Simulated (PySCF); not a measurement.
# [Eu(NH3)4]3+: how tightly the ligands are held

What does it cost to pull a ligand from [Eu(NH3)4]3+? The species was built from a template and needn't be a known compound.

Method: PBE0, Eu lcecp-1-SVP with ECP52, N def2-SVP, H def2-SVP; scalar-relativistic core potentials, no spin–orbit coupling; program: PySCF 2.14.0.

2 further runs of the same task are left out: 2 for a known fault of the program.

## (1) Starting geometry

17 atoms, charge 3, spin multiplicity 1.

Bond lengths: Eu1–N2 2.474 Å, Eu1–N6 2.474 Å, Eu1–N10 2.476 Å, Eu1–N14 2.476 Å, N2–H3 1.034 Å, N2–H4 1.034 Å, N2–H5 1.034 Å, N6–H7 1.034 Å, N6–H8 1.034 Å, N6–H9 1.034 Å, N10–H11 1.034 Å, N10–H12 1.034 Å, N10–H13 1.034 Å, N14–H15 1.034 Å, N14–H16 1.034 Å, N14–H17 1.034 Å. Angles: N2–Eu1–N6 109.7°, N2–Eu1–N10 109.4°, N2–Eu1–N14 109.4°, N6–Eu1–N10 109.4°, N6–Eu1–N14 109.4°, N10–Eu1–N14 109.3°, Eu1–N2–H3 115.7°, Eu1–N2–H4 115.5°, Eu1–N2–H5 115.5°, H3–N2–H4 102.7°, H3–N2–H5 102.7°, H4–N2–H5 102.8°, Eu1–N6–H7 115.7°, Eu1–N6–H8 115.5°, Eu1–N6–H9 115.5°, H7–N6–H8 102.7°, H7–N6–H9 102.7°, H8–N6–H9 102.8° and more.

Geometry (Å):

```xyz
17

Eu    0.00000    0.00000    0.00459
N     1.43089    1.43089    1.42839
H     1.31054    1.31054    2.44830
H     2.44986    1.30729    1.30305
H     1.30729    2.44986    1.30305
N    -1.43089   -1.43089    1.42839
H    -1.31054   -1.31054    2.44830
H    -2.44986   -1.30729    1.30305
H    -1.30729   -2.44986    1.30305
N     1.42837   -1.42837   -1.42755
H     2.06737   -2.06737   -0.92489
H     0.92346   -2.06575   -2.06633
H     2.06575   -0.92346   -2.06633
N    -1.42837    1.42837   -1.42755
H    -2.06737    2.06737   -0.92489
H    -0.92346    2.06575   -2.06633
H    -2.06575    0.92346   -2.06633
```

Formal oxidation states: Eu +3. Each metal's 6 4f electrons lie in its core potential, so multiplicities, spins and levels count the valence alone. An earlier session relaxed this geometry at PBE0, Eu lcecp-1-SVP with ECP52, N def2-SVP, H def2-SVP (singlet, point group D2d). Its vibrations showed it to be a saddle point, relaxed within its symmetry.

## (2) NH3 taken off

The ligand (atoms 2, 3, 4, 5) keeps its formal charge and a closed shell where it can; ligand and rest are solved at the complex's geometry, in vacuum, with the settings of the relaxation.

```tsv
part	charge	state	energy (Eh)
complex	3	singlet	-260.210817
ligand	0	singlet	-56.440173
rest	3	singlet	-203.643992
```

It took 2.9 s on 4 threads of Intel Xeon Platinum 8259CL at 2.50GHz (Skylake/Cascade Lake), shared host.

## (3) Rigid scan of NH3

Atoms 2, 3, 4, 5 move together along the line from atom 1; the distance is to the donor, the donors' midpoint or the ring centre. Each point starts from the density of the one before.

```tsv
distance (Å)	energy from the relaxed point (eV)
2.17	0.441
2.27	0.171
2.37	0.037
2.47	0.000
2.57	0.029
2.67	0.103
2.87	0.328
3.17	0.736
3.57	1.254
4.07	1.765
```

Wall time 31 s (4 threads of Intel Xeon Platinum 8259CL at 2.50GHz (Skylake/Cascade Lake), shared host).

## (4) Results

| quantity | value |
| --- | --- |
| taking off NH3 | 3.45 eV |
| stiffness of the NH3 contact | 6.6 eV/Å² |

In words: Taking off NH3 as a fragment of charge +0 costs 3.45 eV. Near 2.47 Å the NH3 contact has a stiffness of about 6.6 eV/Å², and the energy stands 1.77 eV higher at 4.07 Å. No counterpoise correction is made, and the parts aren't relaxed; each of these makes the binding look larger. These are double-zeta-type bases without diffuse functions. Spin–orbit coupling is left out.
